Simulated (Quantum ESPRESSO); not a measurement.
Crystal: Cu.

```
Cu
1.0
     1.64000    2.31931    0.00000
    -1.64000    2.31931    0.00000
     0.00000    2.31931    1.70000
Cu
1
Direct
  0.00000 0.00000 0.00000
```

The cell was built by a generator and needn't be a form met in nature.

Base run:

```yaml
Program: Quantum ESPRESSO 7.5
Functional: LDA
Potentials_or_basis: GBRV 1.5 LDA
Cutoff: 762 eV
Density_cutoff: 6095 eV
k_mesh: 16 × 16 × 16
Occupations: methfessel-paxton, width 0.1 eV
Spin: no spin polarisation
```

Its results: band gap on the k mesh none (metal or under the smearing width); pressure -13.8 GPa.

Task: The run is repeated on the same cell with these changes: functional from LDA to PBEsol; potentials or basis from GBRV 1.5 LDA to GBRV 1.5 PBEsol. What comes out?

Result: Band gap on the k mesh none (metal or under the smearing width); pressure -8.7 GPa.

Not every run made on this cell is shown here.
